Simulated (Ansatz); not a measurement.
# C2H2FSi (SMILES C#C[SiH]F): UMP2/def2-SVPD

What is the vertical doublet–quartet gap of C2H2FSi at UMP2/def2-SVPD? 

The calculation is run with Ansatz 0.2.0.

46 further runs of the same task are left out: 46 set aside as unsound or not needed.

### Step 1. The molecule

C2H2FSi: 6 atoms, total charge 0, spin state doublet. SMILES: `C#C[SiH]F`. The coordinates come from a PBE0-D4/def2-TZVP relaxation.

Bond lengths: C1–C2 1.209 Å, C2–Si3 1.806 Å, Si3–F4 1.599 Å, C1–H5 1.066 Å, Si3–H6 1.485 Å. Angles: C1–C2–Si3 173.2°, C2–Si3–F4 109.8°, C2–C1–H5 179.1°, C2–Si3–H6 111.2°, F4–Si3–H6 108.3°.

### Step 2. The energy at UMP2/def2-SVPD

File molecule.yaml:

```yaml
basis:
  gaussian:
    orbitals: def2-SVPD
crystal:
  periodic: [false, false, false]
  atoms:
    - symbol: C
      position_ang: [0.118100, -0.680000, -1.605700]
    - symbol: C
      position_ang: [0.120400, -0.213700, -0.490100]
    - symbol: Si
      position_ang: [0.338300, 0.466700, 1.168800]
    - symbol: F
      position_ang: [-0.478000, -0.412300, 2.226800]
    - symbol: H
      position_ang: [0.100300, -1.089200, -2.590300]
    - symbol: H
      position_ang: [-0.157100, 1.864400, 1.244300]
magnetization:
  spin_polarized: true
  initial_magnetization: 1
correlation:
  method: mp2
  frozen_orbitals: {C: 1, F: 1, H: 0, Si: 5}
accuracy: high
```

Command:

```console
ansatz run molecule.yaml --threads 1 --pin off --max-ram 3480MiB --events-out events.jsonl --progress --plain --runs-dir runs
```

Standard output:

```text
Warning: RAYON_NUM_THREADS=1 ignored (pool sized by the plan → 1); use --threads N
Functional definition: HF
  name "HF"
  exchange = exact_x
  correlation = 0
1967 factors; integrals over basis functions are off by at most 3.7e-9 eV
mean field evaluation 1: about -12650.4411 eV, gradient 2.3e1 eV
mean field evaluation 2: about -12650.4486 eV, gradient 2.3e1 eV
mean field evaluation 4: about -12653.4965 eV, gradient 2.8e0 eV
mean field evaluation 8: about -12653.6044 eV, gradient 2.7e-1 eV
mean field evaluation 16: about -12652.9647 eV, gradient 4.2e0 eV
mean field -12653.61570630 eV, -465.0118002777 hartree, gradient 8.7e-8 eV, S^2 0.819814; 2 other end points of the search recorded, 0 dependent functions left out
8 core orbitals not correlated: weight in the atoms' cores, before any rotation towards them, 1.000 or more for the frozen orbitals, at most 0.000 for the correlated occupied ones
reference -12653.61570630 eV, -465.0118002777 hartree; 11, 10 occupied and 84, 85 virtual orbitals, 1967 factors
second order -14.31556952 eV of doubles, -0.00000000 eV of singles
Total energy: -12667.93127582 eV, -465.5378877543 hartree
```

It took 7.8 s on 1 thread of Arm Neoverse V1, shared host; peak memory 0.33 GiB.

### Step 3. The quartet, same level

File molecule.yaml:

```yaml
crystal:
  periodic: [false, false, false]
  atoms:
    - {symbol: C, position_ang: [0.118100, -0.680000, -1.605700]}
    - {symbol: C, position_ang: [0.120400, -0.213700, -0.490100]}
    - {symbol: Si, position_ang: [0.338300, 0.466700, 1.168800]}
    - {symbol: F, position_ang: [-0.478000, -0.412300, 2.226800]}
    - {symbol: H, position_ang: [0.100300, -1.089200, -2.590300]}
    - {symbol: H, position_ang: [-0.157100, 1.864400, 1.244300]}
basis:
  gaussian:
    orbitals: def2-SVPD
magnetization:
  spin_polarized: true
  initial_magnetization: 3
correlation:
  method: mp2
  frozen_orbitals: {C: 1, F: 1, H: 0, Si: 5}
accuracy: high
```

Command:

```console
ansatz run molecule.yaml --threads 1 --pin off --max-ram 3480MiB --events-out events.jsonl --progress --plain --runs-dir runs
```

Standard output (excerpt; [...] marks lines left out):

```text
Warning: RAYON_NUM_THREADS=1 ignored (pool sized by the plan → 1); use --threads N
[... 2 set-up lines as earlier in the session ...]
[...]
1967 factors; integrals over basis functions are off by at most 3.7e-9 eV
[...]
mean field -12649.36259481 eV, -464.8555013134 hartree, gradient 2.5e-8 eV, S^2 3.794952; 9 other end points of the search recorded, 0 dependent functions left out
8 core orbitals not correlated: weight in the atoms' cores, before any rotation towards them, 1.000 or more for the frozen orbitals, at most 0.000 for the correlated occupied ones
reference -12649.36259481 eV, -464.8555013134 hartree; 12, 9 occupied and 83, 86 virtual orbitals, 1967 factors
second order -12.95583162 eV of doubles, -0.00000000 eV of singles
Total energy: -12662.31842643 eV, -465.3316193436 hartree
```

Wall time 18 s (1 thread of Arm Neoverse V1, shared host); peak memory 0.33 GiB.

### Step 4. What came out

At UMP2/def2-SVPD, 8 core orbitals frozen:

```
                                            quantity          value
                               doublet: total energy  -465.53789 Eh
doublet: correlation energy (8 core orbitals frozen)     -526.1 mEh
          doublet: ⟨S²⟩ of the reference determinant          0.820
                               quartet: total energy  -465.33162 Eh
quartet: correlation energy (8 core orbitals frozen)     -476.1 mEh
          quartet: ⟨S²⟩ of the reference determinant          3.795
    vertical energy of the quartet above the doublet       5.613 eV
```

What this shows: At this shape the quartet lies 5.61 eV (542 kJ/mol) above the doublet.
